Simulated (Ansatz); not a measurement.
**C₃H₅ClOSi: one species, many methods**

Aim: compute C₃H₅ClOSi with functionals from several rungs and with coupled cluster. The yardstick is the atomisation energy at the CCSD(T) limit.

Computed with Ansatz 0.2.0, Gaussian basis. Level: functionals in def2-TZVPP, the program's frozen cores in correlated methods.

The runs, in order: LDA (SPW92), PBE-D4, revPBE-D4, BLYP-D4, r2SCAN-D4, B97M-V, PBE0-D4, B3LYP-D4, r2SCANh-D4, r2SCAN0-D4, HSE06-D4, BHLYP-D4, CAM-B3LYP-D4, LC-ωPBE, ωB97X-V, ωB97M-V, B2PLYP, PBE-QIDH; CCSD(T)/def2-SVP; CCSD(T)/def2-TZVPP; MP2/def2-QZVPP; extrapolation to the limit; RPA on PBE.

## 1. Structure used throughout

The geometry comes from an earlier relaxation with PBE0-D4 in a triple-zeta def2 set; it is a stationary point, not always the lowest conformer.

SMILES `OC1=C([SiH2]Cl)C1`, 11 atoms, charge 0, spin multiplicity 1.

Atoms are counted from 1 here; the program's logs count them from 0.

Bond lengths: O1–C2 1.320 Å, O1–H7 0.963 Å, C2–C3 1.297 Å, C2–C6 1.458 Å, C3–Si4 1.810 Å, C3–C6 1.554 Å, Si4–Cl5 2.063 Å, Si4–H8 1.481 Å, Si4–H9 1.480 Å, C6–H10 1.091 Å, C6–H11 1.091 Å. Angles: C2–O1–H7 109.0°, O1–C2–C3 146.7°, O1–C2–C6 144.9°, C3–C2–C6 68.4°, C2–C3–Si4 154.9°, C2–C3–C6 60.8°, Si4–C3–C6 144.2°, C3–Si4–Cl5 109.8°, C3–Si4–H8 111.1°, C3–Si4–H9 110.6°, Cl5–Si4–H8 106.4°, Cl5–Si4–H9 108.0°, H8–Si4–H9 110.8°, C2–C6–C3 50.9°, C2–C6–H10 119.9°, C2–C6–H11 120.2°, C3–C6–H10 118.6°, C3–C6–H11 119.0° and more.

Geometry (Å):

```xyz
11
charge 0, multiplicity 1
O    -1.4005   -0.3791    1.9778
C    -0.5584    0.0936    1.0779
C    -0.0604   -0.0339   -0.1123
Si    0.1638   -0.8383   -1.7184
Cl    2.0935   -1.5485   -1.8799
C     0.4298    1.1282    0.7952
H    -1.3591    0.1723    2.7664
H    -0.0206    0.1260   -2.8273
H    -0.7594   -1.9869   -1.8603
H     1.4273    1.0630    1.2331
H     0.1095    2.1467    0.5686
```

## 2. LDA

This LDA is Slater exchange with PW92 correlation.

Contents of in.yaml:

```yaml
crystal:
  periodic: [false, false, false]
  atoms:
    - {symbol: O, position_ang: [-1.400493, -0.379139, 1.977833]}
    - {symbol: C, position_ang: [-0.558436, 0.093641, 1.077944]}
    - {symbol: C, position_ang: [-0.060391, -0.033937, -0.112328]}
    - {symbol: Si, position_ang: [0.163773, -0.838333, -1.718432]}
    - {symbol: Cl, position_ang: [2.093513, -1.548510, -1.879870]}
    - {symbol: C, position_ang: [0.429836, 1.128207, 0.795192]}
    - {symbol: H, position_ang: [-1.359095, 0.172278, 2.766410]}
    - {symbol: H, position_ang: [-0.020642, 0.125986, -2.827334]}
    - {symbol: H, position_ang: [-0.759372, -1.986914, -1.860333]}
    - {symbol: H, position_ang: [1.427288, 1.063016, 1.233115]}
    - {symbol: H, position_ang: [0.109519, 2.146704, 0.568603]}
basis:
  gaussian: {orbitals: def2-TZVPP}
hamiltonian: {xc: lda}
output: {orbitals: {seedname: orbitals}}
```

Run with:

```sh
ansatz run in.yaml --threads 4 --pin off --events-out ev --progress --plain --max-ram 10444MiB
```

Further steps of the session: PBE-D4 (GGA); revPBE-D4 (GGA); BLYP-D4 (GGA); r2SCAN-D4 (meta-GGA); B97M-V (meta-GGA); B3LYP-D4 (hybrid); r2SCANh-D4 (hybrid); r2SCAN0-D4 (hybrid); HSE06-D4 (hybrid); BHLYP-D4 (hybrid); CAM-B3LYP-D4 (range-separated); LC-ωPBE (range-separated); ωB97X-V (range-separated); ωB97M-V (range-separated); B2PLYP (double hybrid); PBE-QIDH (double hybrid); CCSD(T) in def2-SVP; CCSD(T) in def2-TZVPP; MP2 in def2-QZVPP; RPA on PBE orbitals.

**Question.** What will the summary of the whole plan be? Wanted: atomisation energy, CCSD(T)/CBS; farthest beyond LDA; mean size of error, GGA; mean size of error, meta-GGA; mean size of error, hybrid; mean size of error, range-separated; mean size of error, double hybrid; gap, smallest and largest; T1 diagnostic.

**Answer**, as computed:

| quantity | value |
| --- | --- |
| atomisation energy, CCSD(T)/CBS | 44.131 eV |
| functionals within 0.221 eV (0.5 %) | revPBE-D4, BLYP-D4, B3LYP-D4, r2SCANh-D4, CAM-B3LYP-D4, LC-ωPBE, PBE-QIDH |
| farthest beyond LDA | BHLYP-D4 (-1.580 eV) |
| mean size of error, GGA | 0.573 eV |
| mean size of error, meta-GGA | 0.363 eV |
| mean size of error, hybrid | 0.523 eV |
| mean size of error, range-separated | 0.169 eV |
| mean size of error, double hybrid | 0.254 eV |
| gap, smallest and largest | 4.33 eV (LDA (SPW92)), 11.33 eV (LC-ωPBE) |
| T1 diagnostic | 0.0115 |
| triples share of the correlation energy | 4.3 % |

In words: The LDA atomisation energy is off by 7.281 eV (16 %): it overbinds. PBE-D4 is off by +1.455 eV. Double hybrids carry the basis error of their MP2 part in triple zeta, and no dispersion term here, so their miss is partly the set-up's. By mean error the best rung here is range-separated (0.169 eV) and the worst beyond LDA is GGA (0.573 eV). hybrid functionals lie within the reference's doubt of that worst mean (0.523 eV), so those two tie. The gap between the best rungs is small, so their order is not settled. Misses under about 0.221 eV are within the doubt on the reference itself, which lacks core-valence correlation, relativity and higher excitations. Hartree-Fock recovers 71 % of the binding; the rest is correlation. CCSD(T) in def2-SVP is off by -2.461 eV, so the small basis spoils what the method gains. Orbital gaps span 4.3 to 11.3 eV; exact exchange widens them.
